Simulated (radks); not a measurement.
**Co⁴⁺ in [Ne] 3p6 3d5 4d2: an all-electron calculation**

The task here is to estimate one member of a computed series from the others.

Method: scalar-relativistic Kohn-Sham, Wu-Cohen GGA, spin-polarised, spherical densities, finite nucleus; open shells are filled with parallel spins first. Code: radks (a radial shooting solver on a logarithmic mesh, Libxc functionals) version 1.

### The system

```
element            : cobalt (Z = 27)
charge             : +4
electrons          : 23
configuration      : [Ne] 3p6 3d5 4d2
nuclear rms radius : 3.7875 fm
```

The outer shells:

Co⁴⁺
```
[Ne] core
3p [↑↓][↑↓][↑↓]
3d [↑ ][↑ ][↑ ][↑ ][↑ ]
4d [↑ ][↑ ][  ][  ][  ]
```

The first run:

Settings of this run:

```text
Z 27
configuration [Ne] 3p6 3d5 4d2 3s0 4p0
relativity scalar-relativistic
functional wc,pbe
spin polarised
nucleus finite rms 3.7875 fm
c 137.035999084
```

One table of the session follows, with a row left open; its other results are not shown here.

It belongs to the step «Shells». Radial moments (bohr):

| level | <r> | outermost maximum (interpolated) | 90 % within | nodes |
| --- | --- | --- | --- | --- |
| 1s down | 0.05620 | 0.0368 | 0.100 | 0 |
| 1s up | 0.05620 | 0.0368 | 0.100 | 0 |
| 2s up | ? | ? | ? | ? |
| 2s down | 0.2550 | 0.213 | 0.395 | 1 |
| 2p up | 0.2250 | 0.172 | 0.369 | 0 |
| 2p down | 0.2243 | 0.172 | 0.367 | 0 |
| 3s up | 0.7406 | 0.656 | 1.10 | 2 |
| 3s down | 0.7454 | 0.658 | 1.11 | 2 |
| 3p up | 0.7610 | 0.659 | 1.15 | 1 |
| 3p down | 0.7678 | 0.662 | 1.17 | 1 |
| 3d up | 0.7912 | 0.608 | 1.27 | 0 |
| 3d down | 0.8073 | 0.615 | 1.31 | 0 |
| 4p up | 2.028 | 1.86 | 2.93 | 2 |
| 4d up | 2.439 | 2.24 | 3.56 | 1 |

Q: Estimate the row for 2s up from the others.

As computed: <r>: 0.2557; outermost maximum (interpolated): 0.213; 90 % within: 0.396; nodes: 1. In the column «<r>» it lies between 2s down (0.2550) and 3s up (0.7406).
